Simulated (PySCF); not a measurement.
# C2H6Cl2Si: the cost of one run

Computed with PySCF 2.14.0. Level: levels as typed in each script, gas phase, geometry from GFN2-xTB.

## 1. The starting structure

SMILES `C[Si](C)(Cl)Cl`, 11 atoms, charge 0, spin multiplicity 1.

Bond lengths: C1–Si2 1.902 Å, C1–H6 1.086 Å, C1–H7 1.087 Å, C1–H8 1.088 Å, Si2–C3 1.901 Å, Si2–Cl4 2.033 Å, Si2–Cl5 2.033 Å, C3–H9 1.087 Å, C3–H10 1.086 Å, C3–H11 1.084 Å. Angles: Si2–C1–H6 111.3°, Si2–C1–H7 111.3°, Si2–C1–H8 111.1°, H6–C1–H7 107.1°, H6–C1–H8 107.6°, H7–C1–H8 108.3°, C1–Si2–C3 112.5°, C1–Si2–Cl4 108.9°, C1–Si2–Cl5 109.0°, C3–Si2–Cl4 109.0°, C3–Si2–Cl5 108.9°, Cl4–Si2–Cl5 108.3°, Si2–C3–H9 111.3°, Si2–C3–H10 111.3°, Si2–C3–H11 111.5°, H9–C3–H10 107.1°, H9–C3–H11 107.7°, H10–C3–H11 107.9°.

As a file:

```mol
C2H6Cl2Si
  3D, bonds by distance, orders not assigned

 11 10  0  0  0  0  0  0  0  0999 V2000
   -0.0047   -1.3611   -1.5817 C   0  0
    0.0001   -0.3051   -0.0003 Si  0  0
    0.0054   -1.3627    1.5799 C   0  0
   -1.6489    0.8847    0.0040 Cl  0  0
    1.6484    0.8855   -0.0034 Cl  0  0
   -0.8817   -1.9997   -1.6268 H   0  0
   -0.0179   -0.7375   -2.4719 H   0  0
    0.8723   -2.0032   -1.6274 H   0  0
    0.0183   -0.7401    2.4708 H   0  0
    0.8827   -2.0010    1.6243 H   0  0
   -0.8713   -1.9975    1.6350 H   0  0
  1  2  8  0
  2  3  8  0
  2  4  8  0
  2  5  8  0
  1  6  8  0
  1  7  8  0
  1  8  8  0
  3  9  8  0
  3 10  8  0
  3 11  8  0
M  END
```

## 2. Localised orbitals (PBE0/6-311+g**)

input.py reads:

```python
import numpy as np
from pyscf import gto, scf, dft, lo
from pyscf.data.elements import chemcore

def solve(mol, dm0=None, hcore=None):
    mf = (dft.UKS if mol.spin else dft.RKS)(mol, xc='pbe0')
    mf.grids.level = 3
    mf = mf.density_fit(auxbasis='def2-universal-jkfit')
    mf.conv_tol, mf.max_cycle = 1e-8, 80
    if hcore is not None:
        mf.get_hcore = lambda *args: hcore
    mf.kernel(dm0)
    if not mf.converged:
        mf = mf.newton().run(mf.mo_coeff, mf.mo_occ, max_cycle=30)
    assert mf.converged, 'SCF not converged'
    return mf

mol = gto.M(atom='''
C     -0.00473    -1.36106    -1.58168
Si     0.00010    -0.30508    -0.00026
C      0.00540    -1.36275     1.57989
Cl    -1.64886     0.88468     0.00404
Cl     1.64840     0.88551    -0.00344
H     -0.88172    -1.99973    -1.62681
H     -0.01791    -0.73753    -2.47193
H      0.87229    -2.00323    -1.62736
H      0.01826    -0.74015     2.47081
H      0.88272    -2.00102     1.62434
H     -0.87127    -1.99752     1.63504
''', basis='6-311+g**', charge=0, spin=0, verbose=4)
mf = solve(mol)
occ_all = mf.mo_coeff[:, mf.mo_occ > 0]
occ = occ_all[:, chemcore(mol):]
loc = lo.ibo.ibo(mol, occ, iaos=lo.iao.iao(mol, occ_all))
fock, s = mf.get_fock(), mf.get_ovlp()
ortho = lo.orth_ao(mol, 'meta_lowdin')
ortho = lo.vec_lowdin(lo.iao.iao(mol, occ_all), s)
labels = lo.iao.reference_mol(mol).ao_labels(fmt=None)
vir = lo.vvo.livvo(mol, occ_all, mf.mo_coeff[:, mf.mo_occ == 0])
both = np.hstack([loc, vir])
p = (ortho.T @ s @ both) ** 2
pop = np.array([p[[l[0] == a for l in labels]].sum(0) for a in range(mol.natm)])
spd = np.array([[p[[l[0] == a and l[2][-1] == k for l in labels]].sum(0) for k in 'spd'] for a in range(mol.natm)])
eps = np.einsum('pi,pq,qi->i', both, fock, both)
for i in np.argsort(eps):
    top = np.argsort(-pop[:, i])[:3]
    print('%3d %s %9.4f Eh ' % (i + 1, 'occ' if i < loc.shape[1] else 'vir', eps[i]), '  '.join('%s%d %.3f' % (mol.atom_symbol(a), a + 1, pop[a, i]) for a in top))
np.savez('result.npz', c=both, nocc=loc.shape[1], pop=pop, spd=spd, eps=eps, e=mf.e_tot)
```

Started as:

```sh
> OMP_NUM_THREADS=1 python input.py
```

**Question.** How long does this run take on 1 thread of AMD EPYC 7R43 (Zen 3), shared host, and how much memory does it need?

About 20 s, with a peak of 0.68 GiB.
